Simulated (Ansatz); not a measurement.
# CH5B2N: the cost of one run

Program: Ansatz 0.2.0 through its Python package. Level of theory: PBE/cc-pVDZ. These are calculated values, not measurements.

## 1. Starting point

Bond lengths: B1–C2 1.520 Å, C2–B3 1.565 Å, C2–N4 1.414 Å, B3–N4 1.609 Å, B1–H5 1.218 Å, B1–H6 1.219 Å, C2–H7 1.143 Å, B3–H8 1.146 Å, N4–H9 0.979 Å. Angles (14 of 15 angles, heavy atoms first): B1–C2–B3 114.0°, B1–C2–N4 113.8°, B3–C2–N4 65.2°, C2–B3–N4 52.9°, C2–N4–B3 62.0°, B1–C2–H7 120.6°, B3–C2–H7 119.1°, N4–C2–H7 111.1°, C2–B1–H5 122.0°, C2–B1–H6 123.2°, C2–B3–H8 151.2°, N4–B3–H8 153.5°, C2–N4–H9 111.3°, B3–N4–H9 105.6°.

The script holds or builds the structure itself.

## 2. Script

The input, scan.py:

```python
'''Potential curve of CH5B2N along one bond.'''

import ansatz
from ase import Atoms
import numpy as np

atoms = Atoms(['B', 'C', 'B', 'N', 'H', 'H', 'H', 'H', 'H'], positions=[
    (-0.5164, 1.2947, -0.0154),
    (0.4051, 0.0927, 0.1143),
    (-0.3421, -1.2569, 0.3771),
    (0.357, -0.7842, -0.9933),
    (-0.2892, 2.2007, -0.7974),
    (-1.4059, 1.5423, 0.7807),
    (1.4758, 0.2184, 0.4926),
    (-0.7744, -2.043, 1.09),
    (1.1786, -1.311, -1.0657),
])
molecule = ansatz.Crystal.molecule_from_ase(atoms)

symbols = [site.symbol for site in molecule.cartesian_sites]
start = np.array([site.position_ang for site in molecule.cartesian_sites])
axis = (start[7] - start[2]) / np.linalg.norm(start[7] - start[2])
moving = [7]
lengths, energies = [1.008, 1.054, 1.1, 1.146, 1.192, 1.238, 1.283, 1.352], []
for length in lengths:
    xyz = start.copy()
    xyz[moving] += (length - np.linalg.norm(start[7] - start[2])) * axis
    point = ansatz.Crystal.molecule()
    for symbol, place in zip(symbols, xyz):
        point = point.atom(symbol, place.tolist())
    calculation = (
        point.calculation()
        .basis(gaussian='cc-pVDZ')  # the orbital basis, by name
        .functional('pbe')
    )
    r = calculation.run(threads=1, backend='cpu').report
    energies.append(r['free_energy_ev'])
    print(f'r = {length:6.3f} A  E = {energies[-1]:.5f} eV  <S^2> = {abs(r["mean_field"]["state"]["spin_squared"]):.3f}')

# quartic fit about the minimum
fit = np.polynomial.Polynomial.fit(lengths, np.array(energies) - min(energies), 4).convert()
roots = [r.real for r in fit.deriv().roots() if abs(r.imag) < 1e-9 and fit.deriv(2)(r.real) > 0]
r_e = min(roots, key=lambda r: abs(r - lengths[int(np.argmin(energies))]))
print(f'minimum of the fit at {r_e:.4f} A, force constant {fit.deriv(2)(r_e):.2f} eV/A^2')
```

## 3. Launch

Run with:

```sh
python scan.py
```

Q: Estimate wall time and peak memory on 1 thread of Arm Neoverse V2, shared host.

About 11 s, with a peak of 0.18 GiB.
